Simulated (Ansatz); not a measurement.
**C2H6B2O: basis-set convergence**

One table from this session's results is given with a row withheld; the runs are named, their logs left out.

The runs use Ansatz 0.2.0, Gaussian basis; one geometry, several basis sets.

Levels to be run: PBE0-D4/def2-SVP; ωB97M-V/def2-SVP; PBE0-D4/def2-QZVPP; ωB97M-V/def2-QZVPP; the functionals' def2-TZVPP values are taken from earlier runs.

## Structure used throughout

An earlier PBE0-D4 in a triple-zeta def2 set relaxation fixed the geometry.

SMILES `BC(=C)BO`, 11 atoms, charge 0, spin multiplicity 1.

Atoms are counted from 1 here; the program's logs count them from 0.

Bond lengths: B1–C2 1.539 Å, B1–H6 1.204 Å, B1–H7 1.198 Å, C2–C3 1.348 Å, C2–B4 1.565 Å, C3–H8 1.089 Å, C3–H9 1.088 Å, B4–O5 1.351 Å, B4–H10 1.201 Å, O5–H11 0.964 Å. Angles: C2–B1–H6 121.7°, C2–B1–H7 120.7°, H6–B1–H7 117.7°, B1–C2–C3 117.9°, B1–C2–B4 123.7°, C3–C2–B4 118.4°, C2–C3–H8 121.9°, C2–C3–H9 122.0°, H8–C3–H9 116.2°, C2–B4–O5 122.0°, C2–B4–H10 121.6°, O5–B4–H10 116.5°, B4–O5–H11 112.1°.

The first run:

Input file in.yaml:

```yaml
crystal:
  periodic: [false, false, false]
  atoms:
    - {symbol: B, position_ang: [-1.481809, -0.051845, -0.013411]}
    - {symbol: C, position_ang: [0.031210, -0.106650, 0.263784]}
    - {symbol: C, position_ang: [0.435323, -0.559813, 1.467043]}
    - {symbol: B, position_ang: [1.120237, 0.333271, -0.769861]}
    - {symbol: O, position_ang: [0.795634, 0.800422, -1.995096]}
    - {symbol: H, position_ang: [-1.918191, 0.342478, -1.064359]}
    - {symbol: H, position_ang: [-2.268163, -0.403910, 0.818497]}
    - {symbol: H, position_ang: [1.489830, -0.625804, 1.732557]}
    - {symbol: H, position_ang: [-0.272378, -0.880536, 2.229003]}
    - {symbol: H, position_ang: [2.292011, 0.272681, -0.513239]}
    - {symbol: H, position_ang: [-0.158404, 0.822705, -2.134417]}
basis:
  gaussian: {orbitals: def2-SVP}
hamiltonian: {xc: pbe0, dispersion: d4}
output: {orbitals: {seedname: orbitals}}
```

Started as:

```bash
$ ansatz run in.yaml --threads 2 --pin off --events-out ev --progress --plain --max-ram 4352MiB
```

Among the steps run: PBE0-D4 in def2-SVP; ωB97M-V in def2-SVP; PBE0-D4 in def2-QZVPP; ωB97M-V in def2-QZVPP.

One of the session's tables, all rows but one given; the rest of the session is left out.

It belongs to the step «Density functionals: the series». 

| functional | basis | HOMO (eV) | LUMO (eV) |
| --- | --- | --- | --- |
| PBE0-D4 | def2-SVP | -8.29 | -2.36 |
| PBE0-D4 | def2-TZVPP | ? | ? |
| PBE0-D4 | def2-QZVPP | -8.38 | -2.46 |
| ωB97M-V | def2-SVP | -10.54 | -0.23 |
| ωB97M-V | def2-TZVPP | -10.65 | -0.39 |
| ωB97M-V | def2-QZVPP | -10.66 | -0.43 |

Estimate the missing values for PBE0-D4, def2-TZVPP.

The run gave: HOMO (eV): -8.36; LUMO (eV): -2.44. In the column «HOMO (eV)» it lies between PBE0-D4, def2-QZVPP (-8.38) and PBE0-D4, def2-SVP (-8.29).
